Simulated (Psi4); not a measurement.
# A workflow on SnHSeF3 (SMILES [F][Sn]([F])([F])[SeH]), part 3 of 3

Psi4 1.11.

### Step 5. The energy at MP2/def2-QZVPP (density fitting, core potential, density fitting for correlation) (run 9)

Input file f3hsesn.inp:

```
memory 3.3 GB

molecule mol {
  0 1
  F
  Sn 1 1.892715
  F 2 1.891574 1 105.99585
  F 2 1.892676 3 106.03369 1 -109.22205
  Se 2 2.472216 3 110.6893 1 125.40396
  H 5 1.471831 2 89.33232 3 179.71565
  symmetry c1
}

set {
  basis def2-QZVPP
  reference rhf
  scf_type df
  num_frozen_docc 16
}

e_tot = energy("mp2")
```

Launch:

```sh
$ psi4 f3hsesn.inp f3hsesn.out -n 2
```

f3hsesn.out (excerpt; [...] marks lines left out):

```text
[...]
    !!!  WARNING: ECP capability is in beta. Please check occupations closely.  !!!
[...]
  Running in c1 symmetry.
[...]
  Nuclear repulsion =  521.565049162857122
[...]
  Multiplicity = 1
[...]
  Nalpha       = 42
  Nbeta        = 42
[...]
    Number of basis functions: 372
[...]
   @DF-RHF iter   1: -2911.59244783040549   -4.75104e+00   6.84966e-03 ADIIS/DIIS
[...]
   @DF-RHF iter  12: -2912.42436012488724   -5.68434e-11   4.67327e-09 DIIS
[...]
  @DF-RHF Final Energy: -2912.42436012488724
   => Energetics <=
    Nuclear Repulsion Energy =            521.5650491628571217
    One-Electron Energy =               -5179.5926954328815555
    Two-Electron Energy =                1745.6032861451367353
    Total Energy =                      -2912.4243601248872437
[...]
```

Run time: 35 s. Hardware: 2 threads of Intel Xeon at 2.50GHz (Skylake/Cascade Lake), shared host; peak memory 1.6 GiB.

### Step 6. Overview of the runs

| run | level | geom maxiter | max force g convergence | energy (Eh) | dipole moment (D) | HOMO energy (eV) | LUMO energy (eV) | wall time |
| --- | --- | --- | --- | --- | --- | --- | --- | --- |
| 1 | PBE-D4/def2-SVP (density fitting, core potential) | 60 | 0.0005 | -2914.916535 | 3.44 | -7.11 | -4.10 | 4.1 min |
| 2 | PBE0-D4/def2-TZVP (density fitting, core potential) | 50 | 0.0002 | -2915.691181 | 3.69 | -8.54 | -2.99 | 4.9 min |
| 3 | PBE0-D4/def2-TZVP (density fitting, core potential) | – | – | -2915.691181 | 3.69 | – | – | 21 min |
| 4 | PBE-D4/def2-TZVPP (density fitting, core potential) | – | – | -2915.615770 | 3.52 | -7.29 | -3.89 | 40 s |
| 5 | r2SCAN-D4/def2-TZVPP (density fitting) | – | – | timeout | – | – | – | 2 min |
| 6 | B3LYP-D4/def2-TZVPP (density fitting, core potential) | – | – | -2916.366427 | 3.74 | -8.30 | -3.32 | 36 s |
| 7 | PBE0-D4/def2-TZVPP (density fitting, core potential) | – | – | -2915.691703 | 3.70 | -8.54 | -2.99 | 37 s |
| 8 | wB97M-V/def2-TZVPP (density fitting) | – | – | timeout | – | – | – | 2 min |
| 9 | MP2/def2-QZVPP (density fitting, core potential, density fitting for correlation) | – | – | -2914.352952 | – | -11.26 | 0.58 | 35 s |

### Step 7. Results

The summary covers parts 1 to 3.

| quantity | value |
| --- | --- |
| run 9, MP2/def2-QZVPP: total energy | -2914.35295 Eh |
| run 9, MP2/def2-QZVPP: HOMO energy (Hartree–Fock orbitals) | -11.26 eV |
| run 9, MP2/def2-QZVPP: LUMO energy (Hartree–Fock orbitals) | 0.58 eV |
| run 9, MP2/def2-QZVPP: HOMO–LUMO gap (Hartree–Fock orbitals) | 11.84 eV |
| run 9, MP2/def2-QZVPP: correlation energy (16 core orbitals frozen) | -1928.6 mEh |

Over runs 3, 4, 6, 7 the dipole moment (its size) runs from 3.52 D (PBE-D4/def2-TZVPP) to 3.74 D (B3LYP-D4/def2-TZVPP). Over runs 4, 6, 7 the HOMO–LUMO gap runs from 3.40 eV (PBE-D4/def2-TZVPP) to 5.55 eV (PBE0-D4/def2-TZVPP). Totals of different functionals can't be ranked against each other. All runs together took 36 min, the longest 21 min. 2 of the 9 runs did not end normally.
